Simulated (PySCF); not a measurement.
# Co (Co6+): the cost of one run

Computed with PySCF 2.14.0 and routines of our own; the level stands in each step. Atoms count from 0.

## (1) The system as given

1 atom, charge 6, states of the metal's open shell are computed; geometry from: free ion.

## (2) Ligand-field states: state-averaged CASSCF

What the job is given:

```
{"job": {"kind": "lf", "basis": {"metal": "x2c-TZVPall", "ligand": "x2c-SVPall"}, "nevpt": true}, "charge": 6, "metal": "Co", "open_shell": "d3"}
Co     0.000000     0.000000     0.000000
```

Level: state-averaged CASSCF of the metal d shell, SC-NEVPT2 on the averaged canonical orbitals, state-interaction spin-orbit coupling.

Run with:

```console
$ OMP_NUM_THREADS=1 python lf_run.py task.json out
```

One launch serves the whole session: the jobs run in the order shown.

**Question.** How long does this first job take on 1 thread of Intel Xeon Platinum 8259CL at 2.50GHz, shared host, and how much memory does it need?

About 7.4 s, with a peak of 0.15 GiB.
